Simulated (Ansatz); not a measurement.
# BGeH₆NS: one species, many methods

How much do the methods differ for BGeH₆NS? The plan is to run it at one geometry with functionals of several rungs and with coupled cluster, and see how far each lands from CCSD(T) at the basis-set limit for the atomisation energy.

Program: Ansatz 0.2.0, Gaussian basis. Level of theory: functionals in def2-TZVPP, the program's frozen cores in correlated methods. These are calculated values, not measurements.

Levels to be run: LDA (SPW92), PBE-D4, revPBE-D4, BLYP-D4, r2SCAN-D4, B97M-V, PBE0-D4, B3LYP-D4, r2SCANh-D4, r2SCAN0-D4, HSE06-D4, BHLYP-D4, CAM-B3LYP-D4, LC-ωPBE, ωB97X-V, ωB97M-V, B2PLYP, PBE-QIDH; CCSD(T)/def2-SVP; CCSD(T)/def2-TZVPP; MP2/def2-QZVPP; extrapolation to the limit; RPA on PBE.

**1. Structure used throughout**

All runs share one geometry, relaxed beforehand with PBE0-D4 in a triple-zeta def2 set.

SMILES `NB[S][GeH3]`, 10 atoms, charge 0, spin multiplicity 1.

Atoms are counted from 1 here; the program's logs count them from 0.

Bond lengths: N1–B2 1.391 Å, N1–H5 1.006 Å, N1–H6 1.005 Å, B2–S3 1.820 Å, B2–H7 1.197 Å, S3–Ge4 2.222 Å, Ge4–H8 1.535 Å, Ge4–H9 1.536 Å, Ge4–H10 1.536 Å. Angles: B2–N1–H5 123.8°, B2–N1–H6 122.2°, H5–N1–H6 114.1°, N1–B2–S3 119.8°, N1–B2–H7 119.2°, S3–B2–H7 121.0°, B2–S3–Ge4 98.9°, S3–Ge4–H8 106.1°, S3–Ge4–H9 110.0°, S3–Ge4–H10 110.0°, H8–Ge4–H9 110.4°, H8–Ge4–H10 110.4°, H9–Ge4–H10 110.0°.

**2. LDA**

This LDA is Slater exchange with PW92 correlation.

Input file in.yaml:

```yaml
crystal:
  periodic: [false, false, false]
  atoms:
    - {symbol: N, position_ang: [-0.925400, 1.809469, -1.198020]}
    - {symbol: B, position_ang: [-0.286619, 0.873141, -0.392499]}
    - {symbol: S, position_ang: [-0.581509, -0.902404, -0.660288]}
    - {symbol: Ge, position_ang: [0.729046, -1.713993, 0.939730]}
    - {symbol: H, position_ang: [-1.558723, 1.568511, -1.941664]}
    - {symbol: H, position_ang: [-0.788175, 2.797822, -1.080971]}
    - {symbol: H, position_ang: [0.451854, 1.252076, 0.469960]}
    - {symbol: H, position_ang: [0.603726, -3.241779, 0.858442]}
    - {symbol: H, position_ang: [0.255792, -1.211059, 2.311792]}
    - {symbol: H, position_ang: [2.183207, -1.283084, 0.696418]}
basis:
  gaussian: {orbitals: def2-TZVPP}
hamiltonian: {xc: lda}
output: {orbitals: {seedname: orbitals}}
```

The runs that follow: PBE-D4 (GGA); revPBE-D4 (GGA); BLYP-D4 (GGA); r2SCAN-D4 (meta-GGA); B97M-V (meta-GGA); PBE0-D4 (hybrid); B3LYP-D4 (hybrid); r2SCANh-D4 (hybrid); r2SCAN0-D4 (hybrid); HSE06-D4 (hybrid); BHLYP-D4 (hybrid); CAM-B3LYP-D4 (range-separated); LC-ωPBE (range-separated); ωB97X-V (range-separated); ωB97M-V (range-separated); B2PLYP (double hybrid); PBE-QIDH (double hybrid); CCSD(T) in def2-SVP; CCSD(T) in def2-TZVPP; MP2 in def2-QZVPP; RPA on PBE orbitals.

Before running them: what should the planned runs give, taken together? Wanted: atomisation energy, CCSD(T)/CBS; farthest beyond LDA; mean size of error, GGA; mean size of error, meta-GGA; mean size of error, hybrid; mean size of error, range-separated; mean size of error, double hybrid; gap, smallest and largest; T1 diagnostic.

The runs gave:

| quantity | value |
| --- | --- |
| atomisation energy, CCSD(T)/CBS | 3266.5 kJ/mol |
| functionals within 32.7 kJ/mol (1.0 %) | BLYP-D4, r2SCAN-D4, PBE0-D4, B3LYP-D4, r2SCANh-D4, r2SCAN0-D4, HSE06-D4, CAM-B3LYP-D4, LC-ωPBE, ωB97X-V, ωB97M-V, PBE-QIDH |
| farthest beyond LDA | BHLYP-D4 (-65.4 kJ/mol) |
| mean size of error, GGA | 28.5 kJ/mol |
| mean size of error, meta-GGA | 30.0 kJ/mol |
| mean size of error, hybrid | 16.8 kJ/mol |
| mean size of error, range-separated | 21.0 kJ/mol |
| mean size of error, double hybrid | 27.9 kJ/mol |
| gap, smallest and largest | 4.95 eV (LDA (SPW92)), 11.98 eV (LC-ωPBE) |
| T1 diagnostic | 0.0121 |
| triples share of the correlation energy | 3.9 % |

LDA overbinds by 451.9 kJ/mol (14 %). PBE-D4 misses by +40.0 kJ/mol. Double hybrids carry the basis error of their MP2 part in triple zeta, and no dispersion term here, so their miss is partly the set-up's. The rungs hybrid, range-separated, double hybrid, GGA, meta-GGA miss on average by less than the doubt on the reference (32.7 kJ/mol), so they tie. The reference freezes the cores and leaves out relativity and excitations past (T), and its outer-core shells are covered unevenly, so misses under about 32.7 kJ/mol can't be ranked. Hartree-Fock recovers 73 % of the binding; the rest is correlation. CCSD(T) in def2-SVP is off by -205.5 kJ/mol, so the small basis spoils what the method gains. Orbital gaps span 5.0 to 12.0 eV; exact exchange widens them. Correlated methods include outer-core shells of Ge, which these sets cover unevenly.
